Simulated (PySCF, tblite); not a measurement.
# C4H8BPSSi: dynamics, then NMR shifts on frames, part 1 of 2

Aim: move C4H8BPSSi (`[SiH3]PBc1cccs1`) away from its starting geometry and see how NMR shifts follow the geometry.

Programs: tblite 0.8.0 and PySCF 2.14.0, with density-fitted response routines of our own. Each step states its level of theory. These are calculated values for one molecule in the gas phase, unless marked as measured. Atoms count from 0, in the outputs and in this text.

### Step 1. The starting structure

16 atoms, charge 0, multiplicity 1; geometry from: GFN2-xTB.

Bonds of the start (Å): Si0–P1 2.23, P1–B2 1.86, B2–C3 1.53, C3–C4 1.38, C4–C5 1.40, C5–C6 1.36, C6–S7 1.71, S7–C3 1.75, Si0–H8 1.46, Si0–H9 1.46, Si0–H10 1.47, P1–H11 1.38, B2–H12 1.17, C4–H13 1.08, C5–H14 1.08, C6–H15 1.07.

### Step 2. Thermal motion with GFN2-xTB

What the job is given:

```
{"job": {"kind": "md", "xc": "GFN2-xTB", "basis": "xTB", "temperature": 300, "steps": 2000, "every": 50, "frames": 5}, "charge": 0, "multiplicity": 1}
Si    -2.599876     0.310327    -0.405994
P     -1.919745    -0.770718     1.419673
B     -0.258674    -1.498911     1.026339
C      0.880188    -0.586793     0.579564
C      0.907245     0.785800     0.470522
C      2.131427     1.311181     0.029482
C      3.052781     0.336427    -0.212584
S      2.438565    -1.227844     0.111616
H     -2.685535     1.725133    -0.039113
H     -3.918293    -0.209361    -0.764692
H     -1.692435     0.167134    -1.548599
H     -2.712312    -1.895986     1.331183
H     -0.064935    -2.639905     1.210349
H      0.051157     1.391372     0.719913
H      2.322980     2.360678    -0.108473
H      4.059863     0.450411    -0.563112
```

Method: GFN2-xTB Langevin dynamics, gas phase.

Command:

```bash
$ OMP_NUM_THREADS=1 python probes_run.py task.json out
```

One launch serves the whole session: the jobs run in the order shown.

What it wrote:

```text
t/fs     T/K      E/eV
    0.0   244.0   -580.90800
   25.0   164.5   -580.67611
   50.0   190.6   -580.59854
   75.0   229.9   -580.50438
  100.0   276.7   -580.51065
  125.0   253.0   -580.44747
  150.0   200.8   -580.32139
  175.0   234.4   -580.25720
  200.0   259.6   -580.11656
  225.0   329.9   -580.37740
  250.0   297.9   -580.28348
  275.0   280.2   -580.19809
  300.0   360.9   -580.46099
  325.0   378.5   -580.58764
  350.0   327.8   -580.49482
  375.0   291.7   -580.55729
  400.0   234.3   -580.51540
  425.0   206.5   -580.29521
  450.0   228.1   -580.22159
  475.0   290.7   -580.21832
  500.0   311.3   -580.37028
  525.0   282.7   -580.43024
  550.0   290.7   -580.29774
  575.0   273.4   -580.27665
  600.0   324.2   -580.26957
  625.0   323.7   -580.15279
  650.0   262.1   -580.12599
  675.0   279.6   -580.26314
  700.0   330.6   -580.46410
  725.0   292.1   -580.41862
  750.0   219.0   -580.26095
  775.0   316.3   -580.28406
  800.0   315.0   -580.25123
  825.0   303.0   -580.32536
  850.0   253.2   -580.40160
  875.0   221.1   -580.17791
  900.0   369.5   -580.28830
  925.0   448.5   -580.19322
  950.0   463.2   -580.28980
  975.0   446.2   -580.25587
 1000.0   334.1   -580.30746
```

Run time: 19 s. Hardware: 1 thread of Arm Neoverse V1, shared host; peak memory 0.18 GiB.

Distance from the start (root mean square after alignment): 0 fs 0.00 Å, 200 fs 0.42 Å, 400 fs 0.44 Å, 600 fs 0.67 Å, 800 fs 0.73 Å, 1000 fs 0.42 Å.

Positions (Å) and forces (eV/Å) at 1000 fs:

```xyz
16

Si   -2.771    0.830    0.368   -0.469   -0.335    1.012
P    -2.364   -0.417    2.280    1.006    1.869   -0.437
B    -0.683   -1.171    2.119    0.714   -0.397   -0.749
C     0.516   -0.284    1.706    0.078    0.336   -1.131
C     0.580    1.047    1.292   -1.861    0.279    1.737
C     1.794    1.479    0.765   -0.776    0.120   -0.305
C     2.628    0.434    0.615    2.679    0.167   -0.953
S     1.997   -1.039    1.113   -0.155   -0.755    0.785
H    -3.600    1.869    0.979    0.049    0.150   -0.075
H    -3.612    0.151   -0.608   -0.051   -0.285   -0.036
H    -1.679    1.405   -0.385    0.368    0.009   -0.048
H    -3.208   -1.390    2.018   -0.900   -1.413   -0.299
H    -0.438   -2.352    2.119   -0.404    0.611    0.324
H    -0.307    1.682    1.576    1.228   -0.418   -0.451
H     2.016    2.432    0.345   -0.054    0.510    0.200
H     3.686    0.538    0.229   -1.451   -0.446    0.426
```

### Step 3. Nuclear shieldings: 250 fs, PBE0/pcSseg-1

What the job is given:

```
{"job": {"kind": "nmr", "xc": "PBE0", "basis": "pcSseg-1", "pop": false}, "charge": 0, "multiplicity": 1}
Si    -2.561700     0.593800    -0.155100
P     -2.263300    -0.749100     1.599600
B     -0.727500    -1.615600     0.945000
C      0.426000    -0.716200     0.617900
C      0.699000     0.575600     0.944900
C      1.976900     0.942500     0.452800
C      2.587500     0.031200    -0.305000
S      1.683100    -1.457800    -0.304900
H     -2.331700     2.029000     0.233800
H     -3.991100     0.377900    -0.312400
H     -1.715900     0.362200    -1.433400
H     -3.329000    -1.616200     1.808900
H     -0.599500    -2.780000     0.653000
H      0.138100     1.195700     1.611600
H      2.478500     1.852300     0.748900
H      3.597400    -0.041200    -0.668000
```

Method: GIAO PBE0/pcSseg-1 NMR shielding, non-relativistic, gas phase.

What it wrote:

```text
coarse grid: 15264 points
cycle   1  E = -1210.3319220640  dE =  1.156e+00  |g| = 3.496e-01  |ddm| = 3.930e+00
cycle   2  E = -1210.3045964195  dE =  2.733e-02  |g| = 4.649e-01  |ddm| = 9.503e-01
cycle   3  E = -1210.3648769931  dE = -6.028e-02  |g| = 1.013e-01  |ddm| = 6.450e-01
cycle   4  E = -1210.3675020175  dE = -2.625e-03  |g| = 3.568e-02  |ddm| = 1.464e-01
cycle   5  E = -1210.3678111164  dE = -3.091e-04  |g| = 1.213e-02  |ddm| = 4.611e-02
cycle   6  E = -1210.3678490382  dE = -3.792e-05  |g| = 4.370e-03  |ddm| = 1.951e-02
cycle   7  E = -1210.3678540331  dE = -4.995e-06  |g| = 1.594e-03  |ddm| = 6.581e-03
final grid: 134616 points
cycle   8  E = -1210.4164732950  dE = -2.208e-05  |g| = 8.720e-03  |ddm| = 3.430e-02
cycle   9  E = -1210.4164457880  dE =  2.751e-05  |g| = 1.313e-02  |ddm| = 2.288e-02
cycle  10  E = -1210.4164932486  dE = -4.746e-05  |g| = 1.292e-03  |ddm| = 1.570e-02
cycle  11  E = -1210.4164936857  dE = -4.371e-07  |g| = 4.545e-04  |ddm| = 2.021e-03
cycle  12  E = -1210.4164937410  dE = -5.532e-08  |g| = 7.956e-05  |ddm| = 5.095e-04
cycle  13  E = -1210.4164937422  dE = -1.211e-09  |g| = 4.435e-05  |ddm| = 1.368e-04
cycle  14  E = -1210.4164937428  dE = -5.425e-10  |g| = 1.375e-05  |ddm| = 6.018e-05
converged SCF energy = -1210.4164937428

GIAO shielding tensors (ppm)
atom      isotropic    diamagn.    paramagn.     s11        s22        s33       span
  0 Si     426.501     878.205    -451.704    356.057    460.673    462.773    106.715
  1 P      508.714     971.147    -462.432    390.549    492.495    643.099    252.551
  2 B       34.485     193.955    -159.470    -46.054     23.503    126.006    172.060
  3 C       29.581     260.931    -231.350    -53.246     -4.815    146.804    200.050
  4 C       49.498     251.294    -201.795    -29.950     28.350    150.095    180.044
  5 C       51.878     252.432    -200.554    -27.945     36.037    147.542    175.487
  6 C       37.896     260.605    -222.709    -63.968     34.029    143.628    207.596
  7 S      195.873    1057.801    -861.928     -4.883    236.827    355.674    360.557
  8 H       26.890      28.503      -1.613     23.860     24.656     32.154      8.294
  9 H       27.065      27.957      -0.892     22.715     24.710     33.772     11.058
 10 H       26.746      27.734      -0.988     23.114     27.079     30.045      6.931
 11 H       28.574      30.980      -2.406     23.454     25.221     37.046     13.592
 12 H       23.831      29.257      -5.426     20.010     22.991     28.491      8.481
 13 H       23.588      33.059      -9.471     20.154     22.745     27.866      7.711
 14 H       24.441      30.143      -5.701     20.837     25.281     27.207      6.370
 15 H       23.672      30.403      -6.731     21.391     22.306     27.318      5.926
```

It took 30 s on 1 thread of Arm Neoverse V1, shared host; peak memory 0.88 GiB.

Shifts follow as δ = σ(reference) − σ, with reference shieldings (ppm) from runs at the same level and on the same kind of geometry: 1H TMS 31.72, 13C TMS 186.9, 29Si TMS 349.2, 31P H3PO4 318.4, 11B BF3·OEt2 100.1, 33S CS2 504. The references are single molecules in the gas phase, so shifts against H2O, NH3, PH3, H3PO4 or CFCl3 are not on the usual liquid scales and can be off by tens of ppm. Each atom is listed at this fixed geometry, with no averaging over motion; a spectrum would average atoms that exchange fast.

```
atoms                                          environment  σ (ppm)  δ (ppm)
   C3  substituted aromatic carbon next to the ring sulfur     29.6    157.3
   C6                  aromatic CH next to the ring sulfur     37.9    149.0
   C4                                          aromatic CH     49.5    137.4
   C5                                          aromatic CH     51.9    135.0
  H13                           hydrogen on an aromatic CH    23.59     8.13
  H15   hydrogen on an aromatic CH next to the ring sulfur    23.67     8.05
  H12                   hydrogen on a boron bonded to C, P    23.83     7.89
  H14                           hydrogen on an aromatic CH    24.44     7.28
  H10                    hydrogen on a silicon bonded to P    26.75     4.97
   H8                    hydrogen on a silicon bonded to P    26.89     4.83
   H9                    hydrogen on a silicon bonded to P    27.07     4.65
  H11             hydrogen on a phosphorus bonded to B, Si    28.57     3.14
  Si0                             silicon bonded to P, 3 H    426.5    -77.3
   P1                        phosphorus bonded to B, Si, H    508.7   -190.3
   B2                              boron bonded to C, P, H     34.5     65.6
   S7                                 aromatic ring sulfur      196      308
```

Ring of atoms C3, C4, C5, C6, S7: NICS(0) -11.0, NICS(1) -11.1, NICS(1)zz -26.5 ppm (means of both faces).

### Step 4. NMR shieldings: 425 fs, PBE0/pcSseg-1

What the job is given:

```
{"job": {"kind": "nmr", "xc": "PBE0", "basis": "pcSseg-1", "pop": false}, "charge": 0, "multiplicity": 1}
Si    -3.303800     0.592500     0.355700
P     -2.595900    -0.865800     1.850100
B     -1.107900    -1.719600     1.114800
C      0.139300    -0.907700     0.926200
C      0.481700     0.346900     1.389100
C      1.748700     0.720000     0.832100
C      2.329500    -0.180500     0.003700
S      1.338000    -1.538200    -0.114800
H     -2.639800     1.907900     0.683100
H     -4.701900     0.691600     0.872600
H     -3.438400     0.032000    -0.988100
H     -3.498100    -1.861600     1.890800
H     -1.029600    -2.883300     1.285800
H     -0.201200     1.009900     1.997800
H      2.259100     1.636300     1.020300
H      3.291800    -0.253700    -0.386000
```

With the program's defaults for keys left out, this is: GIAO PBE0/pcSseg-1 NMR shielding, non-relativistic, gas phase.

What it wrote:

```text
coarse grid: 15264 points
cycle   1  E = -1210.3285320897  dE =  1.212e+00  |g| = 3.438e-01  |ddm| = 3.937e+00
cycle   2  E = -1210.3092388241  dE =  1.929e-02  |g| = 4.334e-01  |ddm| = 9.494e-01
cycle   3  E = -1210.3614260282  dE = -5.219e-02  |g| = 1.024e-01  |ddm| = 6.013e-01
cycle   4  E = -1210.3640428671  dE = -2.617e-03  |g| = 3.811e-02  |ddm| = 1.472e-01
cycle   5  E = -1210.3644003115  dE = -3.574e-04  |g| = 1.160e-02  |ddm| = 4.639e-02
cycle   6  E = -1210.3644357743  dE = -3.546e-05  |g| = 4.043e-03  |ddm| = 1.915e-02
cycle   7  E = -1210.3644399351  dE = -4.161e-06  |g| = 1.571e-03  |ddm| = 6.051e-03
final grid: 134616 points
cycle   8  E = -1210.4123189755  dE = -2.549e-05  |g| = 8.502e-03  |ddm| = 3.415e-02
cycle   9  E = -1210.4122952693  dE =  2.371e-05  |g| = 1.246e-02  |ddm| = 2.238e-02
cycle  10  E = -1210.4123377663  dE = -4.250e-05  |g| = 1.375e-03  |ddm| = 1.496e-02
cycle  11  E = -1210.4123382382  dE = -4.719e-07  |g| = 4.465e-04  |ddm| = 1.840e-03
cycle  12  E = -1210.4123382931  dE = -5.490e-08  |g| = 7.580e-05  |ddm| = 5.225e-04
cycle  13  E = -1210.4123382941  dE = -9.527e-10  |g| = 4.922e-05  |ddm| = 1.377e-04
cycle  14  E = -1210.4123382948  dE = -7.062e-10  |g| = 1.110e-05  |ddm| = 6.197e-05
converged SCF energy = -1210.4123382948

GIAO shielding tensors (ppm)
atom      isotropic    diamagn.    paramagn.     s11        s22        s33       span
  0 Si     446.176     877.626    -431.450    412.183    451.311    475.036     62.853
  1 P      514.233     970.472    -456.239    387.891    518.987    635.821    247.930
  2 B       26.400     192.403    -166.003    -67.616     16.074    130.741    198.357
  3 C       31.648     262.154    -230.506    -48.234     -6.515    149.693    197.927
  4 C       44.181     254.546    -210.366    -33.482     26.768    139.255    172.738
  5 C       51.153     252.543    -201.390    -26.764     31.063    149.161    175.924
  6 C       47.723     261.841    -214.119    -60.151     48.990    154.329    214.481
  7 S      243.721    1058.310    -814.590    100.368    231.412    399.382    299.014
  8 H       26.659      27.532      -0.873     22.886     25.619     31.472      8.586
  9 H       27.073      26.288       0.785     23.351     25.098     32.770      9.419
 10 H       27.230      27.808      -0.578     23.186     25.338     33.166      9.980
 11 H       29.525      31.503      -1.977     24.175     26.751     37.650     13.475
 12 H       23.214      29.453      -6.239     17.573     23.355     28.713     11.140
 13 H       22.637      31.679      -9.042     18.900     22.512     26.498      7.598
 14 H       24.666      31.051      -6.385     21.080     25.130     27.788      6.707
 15 H       24.200      32.567      -8.366     22.073     23.179     27.350      5.278
```

It took 29 s on 1 thread of Arm Neoverse V1, shared host; peak memory 0.93 GiB.

Key values: δ C3 155.3, C4 142.7, C6 139.2, C5 135.8, H13 9.08, H12 8.50 ppm.

(Continued in part 2 of 2.)
